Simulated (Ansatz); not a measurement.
Run this with the Python package of Ansatz (0.2.0) and show what comes out.

The script reads `c2h4fio.xyz`:
```text
9

C    -0.34060   -0.87100   -0.85750
O     0.39720    0.32060   -0.60810
C     0.23200    0.75350    0.72810
F     0.69860   -0.27250    1.54220
I     1.58200    2.33820    1.05150
H    -1.44530   -0.60870   -0.66590
H    -0.25670   -1.07850   -1.92350
H    -0.00630   -1.66040   -0.28120
H    -0.77240    1.03240    0.99730
```

`freq_c2h4fio.py`:
```python
# -*- coding: utf-8 -*-
"""Vibrations and zero-point energy of C2H4FIO."""

import itertools

import ansatz as az
from ase import Atoms
from ase.data import atomic_numbers, covalent_radii
from ase.thermochemistry import IdealGasThermo
import numpy as np

molecule = az.Crystal.molecule_from_extxyz("c2h4fio.xyz")

setup = (
    molecule.calculation()
    .basis(gaussian="def2-SVP")
    .functional("pbe0")
)
symbols = [site.symbol for site in molecule.cartesian_sites]
start = np.array([site.position_ang for site in molecule.cartesian_sites], dtype=float)
data = setup.relax(force_tolerance=0.003, max_steps=100).run().report
end = np.array(data["positions_ang"])

# pairs closer than 1.2 times the sum of covalent radii, before or after
radius = [covalent_radii[atomic_numbers[s]] for s in symbols]
span = lambda where, i, j: np.linalg.norm(where[i] - where[j])
bonded = [(i, j) for i, j in itertools.combinations(range(len(symbols)), 2) if min(span(start, i, j), span(end, i, j)) < 1.2 * (radius[i] + radius[j])]
print("pair        before    after (A)")
for i, j in bonded:
    print(f"{symbols[i]}{i}-{symbols[j]}{j}".ljust(10), f"{span(start, i, j):8.4f} {span(end, i, j):8.4f}")

# frequencies need a stationary point, so they are taken at the relaxed geometry
minimum = az.Crystal.molecule()
for symbol, place in zip(symbols, end):
    minimum = minimum.atom(symbol, place.tolist())
vibrating = (
    minimum.calculation()
    .basis(gaussian="def2-SVP")
    .functional("pbe0")
    .phonons(temperatures=(200, 600, 100))
)
vib = vibrating.run().report["vibrations"]
sums = vib["harmonic_sums"]
modes = [m["omega_inv_cm"] for m in sums["modes_at_gamma"] if m["rigid_motion"] == "no"]
for number, w in enumerate(modes, start=1):
    print(f"mode {number:2d} {w:9.1f} 1/cm {w / 8065.544 * 1000:8.2f} meV")
print("imaginary modes:", sum(w < 0 for w in modes), " zero-point energy:", round(sums["zero_point_energy_ev"], 4), "eV")
# rigid rotor and ideal gas, symmetry number taken as one
gas = IdealGasThermo(vib_energies=[w / 8065.544 for w in modes if w > 0], geometry="linear" if len(modes) == 3 * len(symbols) - 5 else "nonlinear",
                     atoms=Atoms(symbols, positions=end), symmetrynumber=1, spin=0.0)
print(f"H(298 K) - E = {gas.get_enthalpy(298.15, verbose=False):.4f} eV")
print(f"S(298 K, 1 bar) = {96485.33 * gas.get_entropy(298.15, 1e5, verbose=False):.1f} J/(mol K) with symmetry number 1")

# all hydrogen replaced by deuterium
heavier = vibrating.phonons(masses={"H": 2.014102}).run().report["vibrations"]["harmonic_sums"]
print("deuterated (1/cm):", " ".join(f"{m['omega_inv_cm']:.0f}" for m in heavier["modes_at_gamma"] if m["rigid_motion"] == "no"))
print("zero-point energy falls by", round(sums["zero_point_energy_ev"] - heavier["zero_point_energy_ev"], 4), "eV")
```

```console
$ python freq_c2h4fio.py
pair        before    after (A)
C0-O1        1.4235   1.4158
C0-H5        1.1515   1.1050
C0-H6        1.0892   1.0966
C0-H7        1.0330   1.1014
O1-C2        1.4143   1.3459
C2-F3        1.3904   1.3527
C2-I4        2.1067   2.1708
C2-H8        1.0766   1.1056
mode  1      86.7 1/cm    10.75 meV
mode  2     158.9 1/cm    19.70 meV
mode  3     210.1 1/cm    26.04 meV
mode  4     266.7 1/cm    33.06 meV
mode  5     300.7 1/cm    37.28 meV
mode  6     598.0 1/cm    74.14 meV
mode  7     716.0 1/cm    88.77 meV
mode  8    1032.0 1/cm   127.96 meV
mode  9    1104.2 1/cm   136.90 meV
mode 10    1166.3 1/cm   144.60 meV
mode 11    1174.6 1/cm   145.63 meV
mode 12    1246.4 1/cm   154.54 meV
mode 13    1271.4 1/cm   157.63 meV
mode 14    1379.8 1/cm   171.07 meV
mode 15    1458.5 1/cm   180.83 meV
mode 16    1468.5 1/cm   182.07 meV
mode 17    1482.2 1/cm   183.77 meV
mode 18    3034.4 1/cm   376.21 meV
mode 19    3069.8 1/cm   380.60 meV
mode 20    3132.0 1/cm   388.32 meV
mode 21    3197.1 1/cm   396.39 meV
imaginary modes: 0  zero-point energy: 1.7081 eV
H(298 K) - E = 1.8988 eV
S(298 K, 1 bar) = 343.0 J/(mol K) with symmetry number 1
deuterated (1/cm): 74 123 195 263 281 582 623 882 911 963 997 1050 1051 1065 1098 1159 1262 2179 2262 2323 2373
zero-point energy falls by 0.3619 eV
```

Caveats:
- These settings explore the input space; basis and method may be short of convergence.
- The frequencies are harmonic and unscaled, in a modest basis.
- def2 sets replace the cores of elements past krypton by effective core potentials.
- The result belongs to the one conformer reached from this start, and soft torsions count as harmonic oscillators.
- The entropy takes a symmetry number of 1; a symmetric molecule's is lower by R ln(sigma).
- Run time: 8.2 min on 1 thread of Arm Neoverse V1, on a shared host, peak memory 0.36 GiB.
